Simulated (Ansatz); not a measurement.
# CH₃F₄NbO: small, medium and large basis sets

One table from this session's results is given with a row withheld; the runs are named, their logs left out.

The runs use Ansatz 0.2.0, Gaussian basis; one geometry, several basis sets.

Levels to be run: PBE0-D4/def2-SVP; ωB97M-V/def2-SVP; PBE0-D4/def2-QZVPP; ωB97M-V/def2-QZVPP; the functionals' def2-TZVPP values are taken from earlier runs.

## The relaxed structure

An earlier PBE0-D4 in a triple-zeta def2 set relaxation fixed the geometry. Nb takes the def2 core potential; no spin-orbit term is included.

SMILES `C[O][Nb]([F])([F])([F])[F]`, 10 atoms, charge 0, spin multiplicity 1.

Atoms are counted from 1 here; the program's logs count them from 0.

Bond lengths: C1–O2 1.411 Å, C1–H8 1.093 Å, C1–H9 1.091 Å, C1–H10 1.091 Å, O2–Nb3 1.827 Å, Nb3–F4 1.884 Å, Nb3–F5 1.851 Å, Nb3–F6 1.851 Å, Nb3–F7 1.872 Å. Angles: O2–C1–H8 109.6°, O2–C1–H9 108.8°, O2–C1–H10 108.8°, H8–C1–H9 110.0°, H8–C1–H10 110.0°, H9–C1–H10 109.7°, C1–O2–Nb3 142.9°, O2–Nb3–F4 90.9°, O2–Nb3–F5 116.4°, O2–Nb3–F6 116.5°, O2–Nb3–F7 95.7°, F4–Nb3–F5 87.9°, F4–Nb3–F6 87.9°, F4–Nb3–F7 173.5°, F5–Nb3–F6 127.0°, F5–Nb3–F7 89.2°, F6–Nb3–F7 89.2°.

The first run:

The input, in.yaml:

```yaml
crystal:
  periodic: [false, false, false]
  atoms:
    - {symbol: C, position_ang: [0.304754, -1.723295, 0.008086]}
    - {symbol: O, position_ang: [0.616451, -0.347955, 0.066273]}
    - {symbol: Nb, position_ang: [-0.129774, 1.318195, 0.004931]}
    - {symbol: F, position_ang: [-1.845222, 0.572333, -0.218030]}
    - {symbol: F, position_ang: [-0.315486, 2.076347, -1.672954]}
    - {symbol: F, position_ang: [-0.718189, 2.017683, 1.614016]}
    - {symbol: F, position_ang: [1.480065, 2.250004, 0.219003]}
    - {symbol: H, position_ang: [-0.772819, -1.849907, -0.122384]}
    - {symbol: H, position_ang: [0.626040, -2.195876, 0.937307]}
    - {symbol: H, position_ang: [0.837180, -2.168829, -0.833349]}
basis:
  gaussian: {orbitals: def2-SVP}
hamiltonian: {xc: pbe0, dispersion: d4}
output: {orbitals: {seedname: orbitals}}
```

On the command line:

```console
$ ansatz run in.yaml --threads 4 --pin off --events-out ev --progress --plain --max-ram 11315MiB
```

Steps of the session up to this table: PBE0-D4 in def2-SVP; ωB97M-V in def2-SVP; PBE0-D4 in def2-QZVPP; ωB97M-V in def2-QZVPP.

One table of the session follows, with a row left open; its other results are not shown here.

It belongs to the step «Functionals by basis». 

| functional | basis | HOMO (eV) | LUMO (eV) |
| --- | --- | --- | --- |
| PBE0-D4 | def2-SVP | -10.09 | -2.75 |
| PBE0-D4 | def2-TZVPP | ? | ? |
| PBE0-D4 | def2-QZVPP | -10.08 | -2.67 |
| ωB97M-V | def2-SVP | -12.45 | -0.51 |
| ωB97M-V | def2-TZVPP | -12.45 | -0.44 |
| ωB97M-V | def2-QZVPP | -12.46 | -0.45 |

Q: Estimate the row for PBE0-D4, def2-TZVPP from the others.

**Answer.** HOMO (eV): -10.08; LUMO (eV): -2.68.
